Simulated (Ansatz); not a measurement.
# As2H+ (triplet): from Hartree-Fock to the top rungs, cc-pVDZ

How much of the correlation energy of As2H+ (triplet) does each wave-function method recover here?

Computed with Ansatz 0.2.0, Gaussian basis. Level: cc-pVDZ, core rule «outside noble gas», up to 28 orbitals frozen.

The runs, in order: UHF; CCSD(T) on ROHF; CCSD(T) on UHF; BCCD(T) on ROHF; CISD as a restricted active space (open shells left free, so some higher excitations enter); CCSDT(Q) on ROHF; CCSDT(Q) on UHF; CASSCF and MRCISD+Q, 10 electrons in 9 orbitals; CASSCF and NEVPT4(SD), 10 electrons in 9 orbitals; CASSCF and NEVPT2, 10 electrons in 9 orbitals.

20 further runs of the same task are left out: 9 that didn't finish, 11 set aside as unsound or not needed. Runs told in other sessions of the task aren't counted.

### 1 What is computed

The geometry is a PBE0/def2-TZVP stationary point (not a proven minimum) of the parent state, kept for this charge and spin. No spin-orbit coupling is included. The filled d shell of As may be among the frozen orbitals whatever the setting's name suggests.

3 atoms, charge 1, spin multiplicity 3.

Atoms are counted from 1 here; the program's logs count them from 0.

Bond lengths: As1–As2 2.222 Å, As1–H3 1.535 Å. Angles: As2–As1–H3 94.2°.

Geometry (Å):

```
atom   x (Å)    y (Å)    z (Å)
 As1  0.0000  -0.0354   1.1025
 As2  0.0000   0.0154  -1.1193
  H3  0.0000   1.4920   1.2500
```

### 2 UHF

The input, in.yaml:

```yaml
crystal:
  periodic: [false, false, false]
  atoms:
    - {symbol: As, position_ang: [0.000000, -0.035432, 1.102516]}
    - {symbol: As, position_ang: [0.000000, 0.015359, -1.119333]}
    - {symbol: H, position_ang: [0.000000, 1.492029, 1.250029]}
basis:
  gaussian: {orbitals: cc-pVDZ}
total_charge: 1
magnetization: {spin_polarized: true, initial_magnetization: 2}
hamiltonian: {xc: hf}
output: {orbitals: {seedname: orbitals}}
```

Started as:

```bash
ansatz run in.yaml --threads 1 --pin off --events-out ev --progress --plain --max-ram 2393MiB
```

After this run come: CCSD(T) on ROHF; CCSD(T) on UHF; BCCD(T) on ROHF; CISD as a restricted active space (open shells left free, so some higher excitations enter); CCSDT(Q) on ROHF; CCSDT(Q) on UHF; CASSCF and MRCISD+Q, 10 electrons in 9 orbitals; CASSCF and NEVPT4(SD), 10 electrons in 9 orbitals; CASSCF and NEVPT2, 10 electrons in 9 orbitals.

Before running them: what should the planned runs give, taken together? Wanted: UCCSDT(Q) from the RHF energy; RMP2 from UCCSDT(Q); UMP2 from UCCSDT(Q); RCCSD from UCCSDT(Q); RCCSD(T) from UCCSDT(Q); UCCSD(T) from UCCSDT(Q); RCCSDT(Q) from UCCSDT(Q); NEVPT2 valence from UCCSDT(Q); NEVPT4(SD) valence from UCCSDT(Q).

The runs gave:

| quantity | value |
| --- | --- |
| UCCSDT(Q) from the ROHF energy | -5.4133 eV |
| RMP2 from UCCSDT(Q) | +1132.7 meV |
| UMP2 from UCCSDT(Q) | +1148.5 meV |
| RCCSD from UCCSDT(Q) | +227.7 meV |
| RCCSD(T) from UCCSDT(Q) | +51.9 meV |
| UCCSD(T) from UCCSDT(Q) | +46.9 meV |
| RCCSDT(Q) from UCCSDT(Q) | +5.9 meV |
| NEVPT2 valence from UCCSDT(Q) | +843.8 meV |
| NEVPT4(SD) valence from UCCSDT(Q) | +71.6 meV |
| MRCISD+Q valence from UCCSDT(Q) | +5.9 meV |
| levels within 1 kcal/mol (43 meV) | RCCSDT, UCCSDT, RCCSDT(Q), MRCISD+Q valence |
| T1 diagnostic | 0.023 |
| effectively unpaired electrons | 2.04 |

RCCSD(T) lands +51.9 meV from the yardstick (1.0 % of the correlation energy). One determinant dominates. Of the multireference levels listed MRCISD+Q valence comes nearest in total energy (+5.9 meV), which doesn't show that its space is the better one. These misses are within one basis, not against nature; the frozen cores of restricted and unrestricted runs differ, which can shift their rows.

With open shells the CI space here admits some higher excitations, so it is larger than plain CISD.
